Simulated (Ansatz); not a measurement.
## CH3AlBNO, SMILES B[N]1[AlH][C]1=O: energies of removing a hydrogen, step by step

Program: the Python package of Ansatz (0.2.0).

At the Python prompt:
```pycon
>>> import ansatz as az
>>> BASIS = "6-31G*"
>>> FUNCTIONAL = "PBE0"
>>> def total_energy(molecule, charge=0, unpaired=0):
...     calc = molecule.calculation().basis(gaussian=BASIS).functional(FUNCTIONAL)
...     if charge:
...         calc = calc.charge(charge)
...     if unpaired:
...         calc = calc.spin("collinear", total=unpaired)
...     report = calc.run(threads=1, pin="off").report
...     if report["published_state_doubts"]:
...         print("  doubts:", report["published_state_doubts"])
...     return report["free_energy_ev"]
...
>>> def without(molecule, index):
...     rest = az.Crystal.molecule()
...     for i, site in enumerate(molecule.cartesian_sites):
...         if i != index:
...             rest = rest.atom(site.symbol, site.position_ang)
...     return rest
...
>>> geometry_ang = [
...     ("B", [-1.0141, 1.246, -0.0436]),
...     ("N", [-0.0621, 0.1496, -0.0395]),
...     ("Al", [0.2376, -1.5482, 0.4043]),
...     ("C", [1.4165, -0.3307, -0.3903]),
...     ("O", [2.4749, -0.1096, -0.9016]),
...     ("H", [-2.1425, 1.1484, 0.3945]),
...     ("H", [-0.7363, 2.3367, -0.516]),
...     ("H", [-0.0818, -2.9493, 1.0363]),
... ]
>>> system = az.Crystal.molecule()
>>> for symbol, xyz in geometry_ang:
...     system = system.atom(symbol, xyz)
...
>>> whole = total_energy(system, 0)
>>> hydrogen = total_energy(az.Crystal.molecule().atom("H", (0, 0, 0)), 0, 1)
>>> print(f"E(molecule) = {whole:.5f} eV, E(H) = {hydrogen:.5f} eV")
E(molecule) = -11884.68312 eV, E(H) = -13.58146 eV
>>> for index in [6, 7]:
...     radical = total_energy(without(system, index), 0, 1)
...     print(f"H{index}: homolysis {23.060548 * (radical + hydrogen - whole):.1f} kcal/mol")
...
H6: homolysis 106.3 kcal/mol
H7: homolysis 69.7 kcal/mol
```

Notes:
- Total energies depend on the basis set; only differences at equal settings carry meaning.
- The geometry is a force-field or estimated start, not a minimum of this method, and the basis set is short of its limit. All parts are taken at fixed geometry, without zero-point energy.
- Hardware and time: 13 s on 1 thread of Arm Neoverse V1, with other jobs on the host, peak memory 0.26 GiB.
